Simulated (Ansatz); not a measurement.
# Ge: the cost of one run

Method: DFT r2SCAN, scalar-relativistic, plane waves, PAW, in Ansatz 0.2.0.

1 further run of the same task is left out (set aside as unsound or not needed). Runs told in other sessions of the task aren't counted.

### Step 1. Starting point

The structure is cubic, space group Ia-3 (No. 206). The conventional cell has a = 6.968 Å, b = 6.968 Å, c = 6.968 Å, α = 90.00°, β = 90.00°, γ = 90.00°. Ge (site symmetry 3) is surrounded by 4 Ge at 2.43 to 2.51 Å.

Coordinates:

```xyz
8
Lattice="-3.4842 3.4842 3.4842 3.4842 -3.4842 3.4842 3.4842 3.4842 -3.4842" Properties=species:S:1:pos:R:3 pbc="T T T"
Ge    1.0414    4.5256   -1.0414
Ge   -1.0414    1.0414    4.5256
Ge    4.5256   -1.0414    1.0414
Ge    2.4428    2.4428    2.4428
Ge   -1.0414    2.4428    1.0414
Ge    1.0414   -1.0414    2.4428
Ge    2.4428    1.0414   -1.0414
Ge    1.0414    1.0414    1.0414
```

It goes back to an entry of the Materials Project, which need not be the stable form.

This cell was relaxed beforehand with the same method: volume 21.15 Å³/atom, gap on the mesh none (metal).

### Step 2. Zero of energy

The reference gives a free energy of -34421.9205 eV, pressure -0.01 GPa, largest force 0.015 eV/Å and gap on the mesh none (metal). It was computed beforehand with the settings of the runs below.

### Step 3. Next: energy and stress against strain

The cell is strained by ε times the Voigt pattern (1, -1, 0, 0, 0, 0) (xx, yy, zz, yz, xz, xy; engineering shear), with fractional coordinates fixed (clamped ions). The stress on the pattern is the sum of the stress components weighted by it, tension positive.

### Step 4. At ε = -0.0600

Input file input.yaml:

```yaml
crystal:
  lattice:
    - [-3.2751200632, 3.6932204968, 3.48417028]
    - [3.2751200632, -3.6932204968, 3.48417028]
    - [3.2751200632, 3.6932204968, -3.48417028]
  atoms:
    - { symbol: Ge, position: [0.5, 0.0, 0.79889908] }
    - { symbol: Ge, position: [0.79889908, 0.5, 0.0] }
    - { symbol: Ge, position: [0.0, 0.79889908, 0.5] }
    - { symbol: Ge, position: [0.70110092, 0.70110092, 0.70110092] }
    - { symbol: Ge, position: [0.5, 0.0, 0.20110092] }
    - { symbol: Ge, position: [0.20110092, 0.5, 0.0] }
    - { symbol: Ge, position: [0.0, 0.20110092, 0.5] }
    - { symbol: Ge, position: [0.29889908, 0.29889908, 0.29889908] }
basis:
  ecutwfc: 500
kpoints:
  mp_grid: { grid: [8, 8, 8] }
hamiltonian:
  xc: r2scan
scf:
  occupations: { method: gaussian, width: 0.15 }
output:
  forces: true
  stress: true
  eigenvalues: true
```

Command:

```sh
> ansatz run input.yaml --threads 2 --pin off --max-ram 5120MiB --backend cpu --events-out ev --progress --plain --runs-dir out
```

What time and memory should one allow on 2 threads of Arm Neoverse V2, shared host?

About 46 s, with a peak of 1.4 GiB.
